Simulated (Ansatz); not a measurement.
**C4H13AlO: basis-set convergence**

Aim: see how fast density functionals converge with the basis set for C4H13AlO.

Method: one geometry, several basis sets; program: Ansatz 0.2.0, Gaussian basis.

Plan: PBE0-D4/def2-SVP; ωB97M-V/def2-SVP; PBE0-D4/def2-QZVPP; ωB97M-V/def2-QZVPP; the functionals' def2-TZVPP values are taken from earlier runs.

### 1 The relaxed structure

An earlier PBE0-D4 in a triple-zeta def2 set relaxation fixed the geometry.

19 atoms, charge 0, spin multiplicity 1.

Atoms are counted from 1 here; the program's logs count them from 0.

Bond lengths: C1–O2 1.422 Å, C1–H7 1.093 Å, C1–H8 1.094 Å, C1–H9 1.088 Å, O2–C3 1.423 Å, O2–Al4 2.005 Å, C3–H10 1.088 Å, C3–H11 1.094 Å, C3–H12 1.093 Å, Al4–C5 1.976 Å, Al4–C6 1.973 Å, Al4–H13 1.608 Å, C5–H14 1.096 Å, C5–H15 1.096 Å, C5–H16 1.096 Å, C6–H17 1.095 Å, C6–H18 1.096 Å, C6–H19 1.096 Å. Angles: O2–C1–H7 109.4°, O2–C1–H8 110.4°, O2–C1–H9 107.2°, H7–C1–H8 110.0°, H7–C1–H9 109.9°, H8–C1–H9 110.0°, C1–O2–C3 113.2°, C1–O2–Al4 118.6°, C3–O2–Al4 117.5°, O2–C3–H10 106.7°, O2–C3–H11 110.3°, O2–C3–H12 109.3°, H10–C3–H11 110.1°, H10–C3–H12 110.3°, H11–C3–H12 110.0°, O2–Al4–C5 101.0°, O2–Al4–C6 101.1°, O2–Al4–H13 96.1° and more.

### 2 PBE0-D4 in def2-SVP

in.yaml reads:

```yaml
crystal:
  periodic: [false, false, false]
  atoms:
    - {symbol: C, position_ang: [0.326342, -1.575744, 0.843181]}
    - {symbol: O, position_ang: [0.922332, -0.423481, 0.260484]}
    - {symbol: C, position_ang: [1.953163, -0.736091, -0.669702]}
    - {symbol: Al, position_ang: [-0.241127, 1.158374, -0.145764]}
    - {symbol: C, position_ang: [-1.340469, 0.446190, -1.625182]}
    - {symbol: C, position_ang: [-1.118693, 1.441636, 1.598149]}
    - {symbol: H, position_ang: [1.092349, -2.156697, 1.362375]}
    - {symbol: H, position_ang: [-0.149734, -2.188736, 0.072460]}
    - {symbol: H, position_ang: [-0.419498, -1.226620, 1.554112]}
    - {symbol: H, position_ang: [2.334144, 0.211483, -1.045583]}
    - {symbol: H, position_ang: [1.552423, -1.333234, -1.493889]}
    - {symbol: H, position_ang: [2.746022, -1.287610, -0.158685]}
    - {symbol: H, position_ang: [0.955325, 2.151320, -0.556271]}
    - {symbol: H, position_ang: [-0.745634, 0.128217, -2.488660]}
    - {symbol: H, position_ang: [-1.963542, -0.403775, -1.323647]}
    - {symbol: H, position_ang: [-2.029334, 1.214393, -1.994793]}
    - {symbol: H, position_ang: [-0.410469, 1.429078, 2.433781]}
    - {symbol: H, position_ang: [-1.910843, 0.717937, 1.819419]}
    - {symbol: H, position_ang: [-1.594458, 2.429060, 1.614617]}
basis:
  gaussian: {orbitals: def2-SVP}
hamiltonian: {xc: pbe0, dispersion: d4}
output: {orbitals: {seedname: orbitals}}
```

On the command line:

```console
$ ansatz run in.yaml --threads 8 --pin off --events-out ev --progress --plain --max-ram 18278MiB
```

The runs that follow: ωB97M-V in def2-SVP; PBE0-D4 in def2-QZVPP; ωB97M-V in def2-QZVPP.

**Question.** What will the summary of the whole plan be? Wanted: PBE0-D4: double and triple zeta above quadruple; ωB97M-V: double and triple zeta above quadruple.

As calculated:

| quantity | value |
| --- | --- |
| PBE0-D4: double and triple zeta above quadruple | 10.12, 0.59 eV |
| ωB97M-V: double and triple zeta above quadruple | 10.51, 0.58 eV |

In words: PBE0-D4 gains 9.53 eV from double to triple zeta, then 0.59 eV more. Total energies overstate the basis error of differences, where much of it tends to cancel. The LUMO of ωB97M-V is positive and keeps falling with the basis (2.72 to 1.36 eV): an unbound level that the basis holds in place.
